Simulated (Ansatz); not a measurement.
# LaP: pressure up to the limit of the methods

An exercise on one series of results from a longer session: the logs are not shown, and one member is left open.

Method: DFT LDA, with the methods named in each step, in Ansatz 0.2.0.

1 further run of the same task is left out (it didn't finish).

## The structure to begin with

The structure is cubic, space group Fm-3m (No. 225). Conventional cell: a = 6.067 Å, b = 6.067 Å, c = 6.067 Å, α = 90.00°, β = 90.00°, γ = 90.00°. La (site symmetry m-3m) has 6 P at 3.03 Å as nearest neighbours. P (site symmetry m-3m) has 6 La at 3.03 Å as nearest neighbours.

Coordinates:

```cif
data_structure
_symmetry_space_group_name_H-M 'Fm-3m'
_symmetry_Int_Tables_number 225
_cell_length_a 6.0665
_cell_length_b 6.0665
_cell_length_c 6.0665
_cell_angle_alpha 90.000
_cell_angle_beta 90.000
_cell_angle_gamma 90.000
_cell_volume 223.26
loop_
_atom_site_label
_atom_site_type_symbol
_atom_site_symmetry_multiplicity
_atom_site_Wyckoff_symbol
_atom_site_fract_x
_atom_site_fract_y
_atom_site_fract_z
_atom_site_occupancy
La1 La 4 a 0.00000 0.00000 0.00000 1
P1 P 4 b 0.50000 0.00000 0.00000 1
```

The file gives the conventional cell by its symmetry; the runs use the cell typed in the input.

Whether this phase is the stable one at these pressures isn't tested.

Atoms are numbered in the order of the input: La1, P2.

Set-up of the first run:

input.yaml

```yaml
crystal:
  lattice:
    - [0.0, 3.0332503348, 3.0332503348]
    - [3.0332503348, 0.0, 3.0332503348]
    - [3.0332503348, 3.0332503348, 0.0]
  atoms:
    - { symbol: La, position: [0.0, 0.0, 0.0] }
    - { symbol: P, position: [0.5, 0.5, 0.5] }
kpoints:
  mp_grid: { grid: [10, 10, 10] }
  band_path:
    path:
      - [0.0, 0.0, 0.0]
      - [0.5, 0.0, 0.5]
      - [0.625, 0.25, 0.625]
      - [0.375, 0.375, 0.75]
      - [0.0, 0.0, 0.0]
      - [0.5, 0.5, 0.5]
      - [0.5, 0.25, 0.75]
      - [0.5, 0.0, 0.5]
    npoints: 14
scf:
  occupations: { method: fermi_dirac, width: 0.05 }
hamiltonian:
  xc: lda
  pseudopotentials: { kind: all_electron, lapw: { basis_error: 0.001 } }
output:
  forces: true
  stress: true
  eigenvalues: true
  populations: true
```

Command:

```
> ansatz run input.yaml --threads 1 --pin off --max-ram 2048MiB --backend cpu --events-out ev --progress --plain --runs-dir out
```

Among the steps run: The reference volume, LAPW; Volume scaled by 1, crystal datasets; Volume scaled by 0.85, LAPW; Volume scaled by 0.55, LAPW; Volume scaled by 0.4, LAPW.

One table of the session follows, with a row left open; its other results are not shown here.

```
          method  volume over the first  volume (Å³/atom)  pressure (GPa)
            LAPW                      1            27.908           -4.56
            LAPW                   0.85            23.722            9.77
            LAPW                   0.55            15.349          103.06
            LAPW                    0.4            11.163          245.09
             PAW                      1                 ?               ?
             PAW                   0.85            23.722            9.73
             PAW                   0.55            15.349          103.06
             PAW                    0.4            11.163          245.98
crystal datasets                      1            27.908           -4.56
```

Q: Estimate the row for PAW, 1 from the others.

The run gave: volume (Å³/atom): 27.908; pressure (GPa): -4.59.

Caveats from the session: Rows by PAW come from runs of the same series that aren't printed here. A fit over so wide a range leans to the high pressures, so B₀ can be off by several per cent. Spin-orbit coupling is left out, though the cell holds La; in elements this heavy it can shift bands and gaps by tenths of an eV. Warnings in the runs' records: stress scf threshold loose, gradients without spin orbit, crystal datasets made.
